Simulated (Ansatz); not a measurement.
# Alloy of AlN and SiC (9 of 48 Al sites, 9 of 48 N sites exchanged), 96 atoms

How does this alloy cell relax, and what gap do PBEsol and r²SCAN give?

All numbers are computed with Ansatz 0.2.0 (PAW, plane waves).

## Step 1: The system as built

96 atoms (39 Al, 9 Si, 39 N, 9 C); a = 9.320 Å, b = 10.762 Å, c = 9.991 Å, α = 90.00°, β = 90.00°, γ = 90.00°. All atoms were shaken off their sites by about 0.02 Å along each axis.

Plan of the steps: (2) PBEsol cell relaxation at the single k point (¼, ¼, ¼), on 1 × NVIDIA H100 80GB HBM3 with 4 threads of AMD EPYC 7R13; (3) r²SCAN single point at the single k point (¼, ¼, ¼), on 1 × NVIDIA H100 80GB HBM3 with 4 threads of AMD EPYC 7R13.

## Step 2: Relaxing cell and atoms with PBEsol

Input file in.yaml:

```yaml
crystal:
  lattice:
    - [9.319903, 0.000000, 0.000000]
    - [0.000000, 10.761696, 0.000000]
    - [0.000000, 0.000000, 9.991393]
  atoms:
    - { symbol: Al, position: [0.170000, 0.081426, 0.243834] }
    - { symbol: Al, position: [0.167251, 0.079988, 0.747265] }
    - { symbol: Al, position: [0.996579, 0.334140, 0.247966] }
    - { symbol: Al, position: [0.002533, 0.333394, 0.749397] }
    - { symbol: Al, position: [0.500187, 0.082884, 0.748241] }
    - { symbol: Al, position: [0.332823, 0.332223, 0.251078] }
    - { symbol: Al, position: [0.168237, 0.584576, 0.247338] }
    - { symbol: Al, position: [0.166140, 0.584123, 0.745997] }
    - { symbol: Al, position: [0.997757, 0.835782, 0.749817] }
    - { symbol: Al, position: [0.830754, 0.083134, 0.250647] }
    - { symbol: Al, position: [0.831587, 0.087723, 0.747046] }
    - { symbol: Al, position: [0.667722, 0.334337, 0.248284] }
    - { symbol: Al, position: [0.669589, 0.336639, 0.747955] }
    - { symbol: Al, position: [0.500354, 0.583861, 0.249552] }
    - { symbol: Al, position: [0.498174, 0.582866, 0.748911] }
    - { symbol: Al, position: [0.331414, 0.833857, 0.250558] }
    - { symbol: Al, position: [0.331729, 0.834582, 0.749577] }
    - { symbol: Al, position: [0.832821, 0.584456, 0.253749] }
    - { symbol: Al, position: [0.671045, 0.834388, 0.248004] }
    - { symbol: Al, position: [0.665970, 0.834673, 0.749982] }
    - { symbol: Al, position: [0.997550, 0.164852, 0.500888] }
    - { symbol: Al, position: [0.999277, 0.166676, 0.003539] }
    - { symbol: Al, position: [0.333748, 0.168470, 0.498305] }
    - { symbol: Al, position: [0.169380, 0.419940, 0.499020] }
    - { symbol: Al, position: [0.999108, 0.666509, 0.997840] }
    - { symbol: Al, position: [0.665313, 0.165785, 0.494841] }
    - { symbol: Al, position: [0.667169, 0.167120, 0.997052] }
    - { symbol: Al, position: [0.505476, 0.415903, 0.496422] }
    - { symbol: Al, position: [0.501525, 0.417022, 0.995561] }
    - { symbol: Al, position: [0.329929, 0.666095, 0.998669] }
    - { symbol: Al, position: [0.166746, 0.916760, 0.495539] }
    - { symbol: Al, position: [0.832933, 0.412260, 0.498304] }
    - { symbol: Al, position: [0.830440, 0.416140, 0.998200] }
    - { symbol: Al, position: [0.669189, 0.665922, 0.497471] }
    - { symbol: Al, position: [0.664694, 0.667774, 0.998883] }
    - { symbol: Al, position: [0.501879, 0.913325, 0.497321] }
    - { symbol: Al, position: [0.501007, 0.915940, 0.000157] }
    - { symbol: Al, position: [0.837412, 0.916991, 0.498455] }
    - { symbol: Al, position: [0.831584, 0.916067, 0.000245] }
    - { symbol: Si, position: [0.501544, 0.083788, 0.253844] }
    - { symbol: Si, position: [0.335291, 0.332050, 0.752535] }
    - { symbol: Si, position: [0.002876, 0.831104, 0.247906] }
    - { symbol: Si, position: [0.833094, 0.583433, 0.746355] }
    - { symbol: Si, position: [0.335389, 0.165969, 0.999165] }
    - { symbol: Si, position: [0.167338, 0.416604, 0.996822] }
    - { symbol: Si, position: [0.004153, 0.666915, 0.500485] }
    - { symbol: Si, position: [0.330355, 0.667275, 0.496991] }
    - { symbol: Si, position: [0.169980, 0.916011, 0.002407] }
    - { symbol: N, position: [0.996987, 0.165730, 0.191903] }
    - { symbol: N, position: [0.999414, 0.167610, 0.688633] }
    - { symbol: N, position: [0.164751, 0.417039, 0.187844] }
    - { symbol: N, position: [0.168061, 0.416147, 0.691075] }
    - { symbol: N, position: [0.998681, 0.664130, 0.691684] }
    - { symbol: N, position: [0.668096, 0.167919, 0.187730] }
    - { symbol: N, position: [0.666270, 0.165090, 0.691210] }
    - { symbol: N, position: [0.501090, 0.417288, 0.188719] }
    - { symbol: N, position: [0.495535, 0.421065, 0.688785] }
    - { symbol: N, position: [0.331009, 0.666753, 0.187059] }
    - { symbol: N, position: [0.333831, 0.669952, 0.690237] }
    - { symbol: N, position: [0.167666, 0.917227, 0.688546] }
    - { symbol: N, position: [0.667091, 0.665498, 0.187640] }
    - { symbol: N, position: [0.500693, 0.913453, 0.190296] }
    - { symbol: N, position: [0.501208, 0.916051, 0.685899] }
    - { symbol: N, position: [0.832241, 0.914979, 0.187814] }
    - { symbol: N, position: [0.834081, 0.917849, 0.683913] }
    - { symbol: N, position: [0.167116, 0.079919, 0.439761] }
    - { symbol: N, position: [0.999861, 0.333810, 0.440572] }
    - { symbol: N, position: [0.999446, 0.332867, 0.938870] }
    - { symbol: N, position: [0.500480, 0.086330, 0.441490] }
    - { symbol: N, position: [0.502914, 0.084438, 0.940612] }
    - { symbol: N, position: [0.326518, 0.336885, 0.439769] }
    - { symbol: N, position: [0.334467, 0.332187, 0.937283] }
    - { symbol: N, position: [0.165383, 0.584096, 0.439016] }
    - { symbol: N, position: [0.168960, 0.583851, 0.936950] }
    - { symbol: N, position: [0.002201, 0.831506, 0.939897] }
    - { symbol: N, position: [0.832625, 0.083485, 0.444095] }
    - { symbol: N, position: [0.834428, 0.085683, 0.939616] }
    - { symbol: N, position: [0.663091, 0.332476, 0.441755] }
    - { symbol: N, position: [0.666769, 0.336620, 0.938660] }
    - { symbol: N, position: [0.499847, 0.580969, 0.441278] }
    - { symbol: N, position: [0.502587, 0.583939, 0.939899] }
    - { symbol: N, position: [0.334254, 0.832303, 0.441330] }
    - { symbol: N, position: [0.334186, 0.833378, 0.933353] }
    - { symbol: N, position: [0.833921, 0.582280, 0.438640] }
    - { symbol: N, position: [0.833797, 0.583603, 0.942996] }
    - { symbol: N, position: [0.666788, 0.836740, 0.440383] }
    - { symbol: N, position: [0.668440, 0.832779, 0.938610] }
    - { symbol: C, position: [0.335838, 0.168484, 0.189471] }
    - { symbol: C, position: [0.333703, 0.170122, 0.689621] }
    - { symbol: C, position: [0.998548, 0.668921, 0.191747] }
    - { symbol: C, position: [0.170279, 0.914806, 0.186957] }
    - { symbol: C, position: [0.831613, 0.414862, 0.191552] }
    - { symbol: C, position: [0.833362, 0.417184, 0.686819] }
    - { symbol: C, position: [0.668765, 0.665432, 0.691606] }
    - { symbol: C, position: [0.166385, 0.083102, 0.937445] }
    - { symbol: C, position: [0.001649, 0.834487, 0.437378] }
  symmetry: { detect: false }
kpoints:
  mp_grid: { grid: [1, 1, 1], shift: [0.25, 0.25, 0.25] }
hamiltonian:
  xc: pbesol
scf:
  occupations: { method: fermi_dirac, width: 0.01 }
relax:
  f_tol: 0.03
  max_steps: 80
  escape_saddle: false
  adjacent_minimum: "off"
  cell: { fix: [alpha, beta, gamma] }
output:
  forces: true
  eigenvalues: true
  populations: true
  write_density: true
  write_potential: true
  elf: true
  volumetric_format: npy
```

Started as:

```sh
$ ansatz run in.yaml --threads 4 --pin off --max-ram 61750MiB --runs-dir r --events-out ev --progress --plain --backend cuda --devices 0, --max-vram 37GiB
```

Log:

```text
Pseudopotentials: kind: paw
Functional definition: PBEsol
  exchange = pbesol_x
  correlation = pbesol_c
Crystal: 96 atoms, lattice volume = 1002.116 Å³
Basis set: ecut = 420 eV, 19593 PW (Γ), exchange–correlation on 128×144×144 points (8 copies of the dense FFT grid, shifted against one another)
Bands: 288, of which v1, the nominal top of the filled ones, is band 192 counted from 1 (191 counted from 0)
Symmetry: 1 space group operations
k-points: 1
Non-local potential: Al, projectors of the file, l = 0: 2, l = 1: 2, l = 2: 1
Non-local potential: Si, projectors of the file, l = 0: 2, l = 1: 2, l = 2: 2
Non-local potential: N, projectors of the file, l = 0: 2, l = 1: 2, l = 2: 1
Non-local potential: C, projectors of the file, l = 0: 2, l = 1: 2, l = 2: 1
PAW form: soft (Blöchl's): semilocal exchange-correlation on the pseudo side does not see the compensation charge
PAW frozen core: Al, regenerated for the run's functional, and the local potential with it (the file was generated under x = pbe(κ = 0.804, μ = 0.2195149727645171), c = pbe(β = 0.06672455060314922))
PAW frozen core: Si, regenerated for the run's functional, and the local potential with it (the file was generated under x = pbe(κ = 0.804, μ = 0.2195149727645171), c = pbe(β = 0.06672455060314922))
PAW frozen core: N, regenerated for the run's functional, and the local potential with it (the file was generated under x = pbe(κ = 0.804, μ = 0.2195149727645171), c = pbe(β = 0.06672455060314922))
PAW frozen core: C, regenerated for the run's functional, and the local potential with it (the file was generated under x = pbe(κ = 0.804, μ = 0.2195149727645171), c = pbe(β = 0.06672455060314922))
PAW one-centre angular grid: Al, 110 points (default); XC on 64 Gauss nodes
PAW one-centre angular grid: Si, 110 points (default); XC on 64 Gauss nodes
PAW one-centre angular grid: N, 110 points (default); XC on 64 Gauss nodes
PAW one-centre angular grid: C, 110 points (default); XC on 64 Gauss nodes
Initial density: superposition of atomic densities (neutral atoms: chi_scale 0, normalization atom), corrected by the library's trained network
Initial wavefunctions: pseudopotential atomic-orbital guess
Functional: x = pbesol(κ = 0.804, μ = 0.12345679012345678), c = pbesol(β = 0.046)
SCF iter   1: F=—  HF=-43136.889847 eV  |F-HF|=—  |Δ(HF+E_count)|=         —  Δρ=9.95e-3  dr2=1.24e0  ethr=1.77e-3  ⟨swp⟩=6.0  Hψ=1327  notcnv=0  defer=39
preconditioner: auto → Resta (q_TF=auto, 2.325 Å⁻¹)  ε∞=4.3  [insulator: Δε(μ)=2.931 eV  Ē_g=12.590 eV  σ=0.010 eV  W_gap=1.00  n_scr=218 (ndim 8)  ℏωp=23.0 eV  f_vac=0.000  D(μ)=0.00/eV (n_scr^D=0)  ε∞_Penn≈4.3]
SCF iter   2: F=—  HF=-43136.578463 eV  |F-HF|=—  |Δ(HF+E_count)|=   3.11e-1  Δρ=3.51e-3  dr2=2.25e-1  ethr=3.23e-4  ⟨swp⟩=3.0  Hψ=491  notcnv=0  defer=92
SCF iter   3: F=—  HF=-43136.519031 eV  |F-HF|=—  |Δ(HF+E_count)|=   5.94e-2  Δρ=8.64e-4  dr2=1.91e-2  ethr=5.85e-5  ⟨swp⟩=2.0  Hψ=344  notcnv=0  defer=92
SCF iter   4: F=—  HF=-43136.512931 eV  |F-HF|=—  |Δ(HF+E_count)|=   6.10e-3  Δρ=2.03e-4  dr2=6.75e-4  ethr=4.98e-6  ⟨swp⟩=3.0  Hψ=302  notcnv=0  defer=92
SCF iter   5: F=—  HF=-43136.513947 eV  |F-HF|=—  |Δ(HF+E_count)|=   1.02e-3  Δρ=6.28e-5  dr2=4.92e-5  ethr=1.76e-7  ⟨swp⟩=2.0  Hψ=387  notcnv=0  defer=92
SCF iter   6: F=—  HF=-43136.513761 eV  |F-HF|=—  |Δ(HF+E_count)|=   1.85e-4  Δρ=1.39e-5  dr2=2.48e-6  ethr=1.28e-8  ⟨swp⟩=2.0  Hψ=446  notcnv=0  defer=92
SCF iter   7: F=—  HF=-43136.513761 eV  |F-HF|=—  |Δ(HF+E_count)|=   4.07e-7  Δρ=4.28e-6  dr2=2.45e-7  ethr=6.46e-10  ⟨swp⟩=2.0  Hψ=355  notcnv=0  defer=92
SCF iter   8: F=-43136.513761 eV  HF=-43136.513761 eV  |F-HF|=1.37e-8  |Δ(HF+E_count)|=   5.24e-8  Δρ=1.27e-6  dr2=1.89e-8  ethr=2.60e-11  ⟨swp⟩=18.0  Hψ=2586  notcnv=0
SCF 1 converged in 8 iterations: F = -43136.513761 eV  dr2 = 1.89e-8
relax step   1: F+E_penalty+E_count = -43136.51376097 eV  Δ(F+E_penalty+E_count) = +0.000e0 eV  max|allowed force component| = 3.054e0 eV/Å  Δτ_max = 0.0000 Å  P = +1.208 GPa  Ω = 1002.116 Å³  fix = [alpha, beta, gamma]  reactions: alpha -0.131, beta +0.160, gamma +0.041 GPa/rad  (8 SCF iters, dr2 threshold 1.00e-7 eV, accepted)
[... 14 lines left out ...]
relax step   2: F+E_penalty+E_count = -43140.69984693 eV  Δ(F+E_penalty+E_count) = -4.186e0 eV  max|allowed force component| = 1.780e0 eV/Å  Δτ_max = 0.1205 Å  P = +0.128 GPa  Ω = 1004.285 Å³  energy of the carried Pulay correction = -6.481e-3 eV  fix = [alpha, beta, gamma]  reactions: alpha -0.166, beta +0.050, gamma +0.020 GPa/rad  (7 SCF iters, dr2 threshold 9.60e-6 eV, accepted)
[... 4 lines left out ...]
relax step   3: F+E_penalty+E_count = -43142.36215051 eV  Δ(F+E_penalty+E_count) = -1.662e0 eV  max|allowed force component| = 2.421e-1 eV/Å  Δτ_max = 0.0990 Å  P = -0.015 GPa  Ω = 1006.317 Å³  energy of the carried Pulay correction = -1.254e-2 eV  fix = [alpha, beta, gamma]  reactions: alpha -0.192, beta -0.099, gamma -0.121 GPa/rad  (6 SCF iters, dr2 threshold 9.60e-6 eV, accepted)
[... 5 lines left out ...]
relax step   4: F+E_penalty+E_count = -43142.37592119 eV  Δ(F+E_penalty+E_count) = -1.377e-2 eV  max|allowed force component| = 1.685e-1 eV/Å  Δτ_max = 0.0268 Å  P = +0.056 GPa  Ω = 1005.893 Å³  energy of the carried Pulay correction = -1.128e-2 eV  fix = [alpha, beta, gamma]  reactions: alpha -0.142, beta -0.089, gamma -0.030 GPa/rad  (6 SCF iters, dr2 threshold 3.66e-6 eV, accepted)
[... 10 lines left out ...]
relax step   5: F+E_penalty+E_count = -43142.38961539 eV  Δ(F+E_penalty+E_count) = -1.369e-2 eV  max|allowed force component| = 1.172e-2 eV/Å  Δτ_max = 0.0093 Å  P = +0.005 GPa  Ω = 1006.197 Å³  energy of the carried Pulay correction = -1.218e-2 eV  fix = [alpha, beta, gamma]  reactions: alpha -0.157, beta -0.094, gamma -0.062 GPa/rad  (5 SCF iters, dr2 threshold 1.77e-6 eV, accepted)
[... 11 lines left out ...]
relax step   6: F+E_penalty+E_count = -43142.40255485 eV  Δ(F+E_penalty+E_count) = -1.294e-2 eV  max|allowed force component| = 1.191e-2 eV/Å  Δτ_max = 0.0000 Å  P = +0.018 GPa  Ω = 1006.197 Å³  fix = [alpha, beta, gamma]  reactions: alpha -0.162, beta -0.090, gamma -0.066 GPa/rad  stress off target by 2.94e-2 GPa on what of the cell is left free  SCF on the basis re-selected at this cell (its ene [...]
SCF converged after 6 iterations
Free energy (F): -43142.402555 eV
Harris-Foulkes:  -43142.402555 eV  (|F-HF|=3.06e-10)
Internal energy: -43142.402555 eV  (E = F + TS)
E sigma→0 (E₀):  -43142.402555 eV
Fermi energy:    10.141556 eV
--- Per-component energies (eV) ---
  E_band       = 777.325827
  E_kinetic    = 7408.370909
  E_local      = -9874.572999  (includes V_loc(G=0)·N_el)
  E_nonlocal   = 2635.195550
  E_hartree    = 3385.389234
  E_xc         = -4866.317404
  E_vxc        = -5170.873131  (∫ρ·V_xc dr)
  E_paw        = -27879.914080  (= ΣΔE_a)
  E_vpaw       = -991.576230  (= ΣTr[D̂ρ^β])
  E_aug_tail   = 0.003814  (compensation charges beyond the density's cutoff)
  E_ewald      = -13952.873806
  E_core_change = 2.316227  (= ΣΔE_core)
  E_smearing   = -0.000000  (= −TS)
  E_closure    = -0.000000  (closes the sum)
  Σ components = -43142.402555   (vs F -43142.402555, Δ=0.00e0)
--- Forces (eV/Å), atoms counted from 1 ---
  atom   1  Al     0.00068524    -0.00486976    -0.00305628
  atom   2  Al     0.00041227    -0.00695099    -0.00242394
[... 6 atoms left out ...]
  atom   9  Al     0.01003618     0.00202983    -0.00040847
  atom  10  Al     0.00247058    -0.00620208    -0.00532824
[... 1 atom left out ...]
  atom  12  Al    -0.00938324    -0.00584809    -0.00055886
[... 12 atoms left out ...]
  atom  25  Al     0.00704362     0.00441640    -0.00462901
[... 1 atom left out ...]
  atom  27  Al    -0.00778024    -0.00253748    -0.00389840
[... 15 atoms left out ...]
  atom  43  Si    -0.00433387     0.00218844    -0.00952153
  atom  44  Si     0.00217535     0.00633632    -0.00583339
[... 44 atoms left out ...]
  atom  89  C     -0.00452450    -0.01191157    -0.00669714
[... 7 atoms left out ...]
  max |Σ_I F_I| component: 1.56e-5 eV/Å
--- Stress (GPa, compression-positive) ---
        0.003518       0.065983       0.089624
        0.065982       0.029401       0.161753
        0.089627       0.161763       0.021224
  P = ⅓ Tr σ = 0.0180 GPa (0.180 kbar)
--- Band table (eV) ---
  k-point 0: bands = [... 180 lower levels ..., "7.3440", "7.4252", "7.4568", "7.5019", "7.5753", "7.6593", "7.7927", "7.8093", "7.9101", "7.9630", "8.0810", "8.4230", "11.8601", "11.9541", "12.0258", "12.1847", "12.2022", "12.2880", "12.3235", "12.4362", "12.4912", "12.6212", "12.7228", "12.7542", ... 84 higher levels ...]
--- Relaxed structure (5 steps of the walk, 5 accepted, 1 SCFs on fresh bases) ---
  F+E_penalty+E_count = -43142.40255485 eV   max|allowed force component| = 1.191e-2 eV/Å   (the final SCF, on the basis selected at the relaxed cell)
  cell:  # Å, volume = 1006.1967 Å³
    - [9.327336540675189, -2.4335465667594403e-143, 3.8351112850965626e-144]
    - [-2.8100172666291486e-143, 10.787732912828556, 1.218109970067208e-111]
    - [4.1114273451273906e-144, 1.130919831610158e-111, 9.999885802364473]
  atoms:
    - { symbol: Al, position: [0.16623382811916945, 0.082290431827187, 0.24576604750699776] }
    - { symbol: Al, position: [0.1681615135155167, 0.08291582154362669, 0.7456940036301726] }
[... 94 atoms left out; the next input holds them all, rounded ...]
--- Löwdin populations: 96 sites ---
  site symbol       q [e]
     0     Al      2.0203
     1     Al      2.0259
[... 94 atoms left out ...]
  spilling = 0.008898 (of n_electrons = 384.000000)
```

It took 13 s on 1 × NVIDIA H100 80GB HBM3 with 4 threads of AMD EPYC 7R13, shared host; peak host memory 1.3 GiB.

Step by step (solves on a freshly chosen basis count as rows, and their energies jump a little):

```tsv
accepted step	energy change (eV)	largest force component (eV/Å)	SCF cycles	pressure (GPa)
1	0.000	3.054	8	1.21
2	-4.186	1.780	7	0.13
3	-5.848	0.242	6	-0.02
4	-5.862	0.168	6	0.06
5	-5.876	0.012	5	0.00
6	-5.889	0.012	6	0.02
```

Largest shifts, less the median shift:

```tsv
atom	shift (Å)	dx	dy	dz
N85	0.175	0.029	0.040	-0.167
N54	0.161	-0.082	-0.123	0.065
N69	0.153	-0.007	-0.066	-0.138
N68	0.143	0.137	0.034	0.019
N74	0.142	0.009	-0.141	-0.007
N51	0.137	0.058	0.008	-0.124
N57	0.132	-0.086	-0.073	0.068
N80	0.131	-0.110	0.068	0.020
```

|  | before | after | change |
| --- | --- | --- | --- |
| a (Å) | 9.320 | 9.327 | +0.08 % |
| b (Å) | 10.762 | 10.788 | +0.24 % |
| c (Å) | 9.991 | 10.000 | +0.09 % |
| volume (Å³/atom) | 10.439 | 10.481 | +0.41 % |

Bonds in the relaxed cell, counted within a distance cut:

```tsv
pair	count	mean (Å)	spread (Å)	least	most
Al–C	24	1.931	0.025	1.887	1.988
Al–N	132	1.912	0.035	1.851	2.036
C–Si	12	1.822	0.027	1.769	1.880
N–Si	24	1.819	0.050	1.747	1.957
```

Top filled level 8.423 eV, lowest empty level 11.860 eV: 3.44 eV apart at the single k point (¼, ¼, ¼).

Density in a lattice plane of the grid's cell (edges 10.79 and 10.00 Å, at 0.001 of the third edge), which holds Al and Si and N and C.

Ten even steps from '0' (0.04 e/Å³) to '9' (3.60 e/Å³):
```
000000169710000000169610
000000035300000000137400
000000001000000000011100
000111000000000010000000
001585100000001574100000
001696100000001795100000
000131000000000232000000
000000000000000010000000
000000124200000000122100
000000179710000001244310
000000136300000000134200
000000001000000000012100
000111000000000011100000
001596100000001344210000
001596100000000354200000
000121000000000121000000
000000000000000000000000
000000124200000000023200
```
Columns run along the first of these edges and rows up along the second, over one cell in 24 and 18 even steps from the bottom left corner. Atoms in the plane (fractional): Al at (0.33, 0.25), Al at (0.33, 0.75), Al at (0.84, 0.74), Al at (0.17, 0.50), Al at (0.17, 0.00), Al at (0.67, 1.00), Si at (0.83, 0.25), Si at (0.67, 0.50), N at (0.17, 0.19), N at (0.17, 0.69), N at (0.66, 0.68), N at (0.33, 0.44), N at (0.34, 0.94), N at (0.84, 0.93), C at (0.67, 0.19), C at (0.83, 0.44).

ELF in the same plane.

Values, 12 rows by 12 columns:
```
0.04 0.17 0.07 0.76 0.37 0.67 0.04 0.15 0.06 0.81 0.19 0.67
0.03 0.08 0.12 0.22 0.78 0.25 0.03 0.06 0.07 0.29 0.86 0.36
0.06 0.64 0.75 0.74 0.06 0.20 0.08 0.56 0.74 0.70 0.06 0.10
0.04 0.68 0.25 0.79 0.07 0.24 0.05 0.68 0.16 0.80 0.04 0.15
0.03 0.32 0.83 0.26 0.11 0.09 0.03 0.36 0.87 0.26 0.17 0.11
0.07 0.11 0.04 0.75 0.77 0.65 0.05 0.26 0.49 0.87 0.69 0.74
0.04 0.15 0.05 0.79 0.25 0.68 0.04 0.19 0.20 0.82 0.17 0.63
0.03 0.08 0.14 0.23 0.80 0.31 0.04 0.12 0.15 0.37 0.89 0.35
0.06 0.64 0.74 0.77 0.06 0.16 0.09 0.73 0.68 0.84 0.41 0.30
0.04 0.65 0.33 0.79 0.07 0.20 0.05 0.64 0.20 0.83 0.22 0.22
0.03 0.25 0.77 0.26 0.10 0.07 0.03 0.45 0.88 0.42 0.06 0.07
0.07 0.14 0.06 0.78 0.78 0.62 0.06 0.11 0.06 0.67 0.77 0.56
```
Columns run along the first of these edges and rows up along the second, over one cell in 12 and 12 even steps from the bottom left corner. Atoms in the plane (fractional): Al at (0.33, 0.25), Al at (0.33, 0.75), Al at (0.84, 0.74), Al at (0.17, 0.50), Al at (0.17, 0.00), Al at (0.67, 1.00), Si at (0.83, 0.25), Si at (0.67, 0.50), N at (0.17, 0.19), N at (0.17, 0.69), N at (0.66, 0.68), N at (0.33, 0.44), N at (0.34, 0.94), N at (0.84, 0.93), C at (0.67, 0.19), C at (0.83, 0.44).

Both are smooth fields of the valence electrons: close to the nuclei they are not physical.

Outside the cores ELF peaks at 0.92 on the C–Si line, 0.9 Å from C; 0.92 on the C–Al line, 0.8 Å from C.

(Part 1 of 2 ends here.)
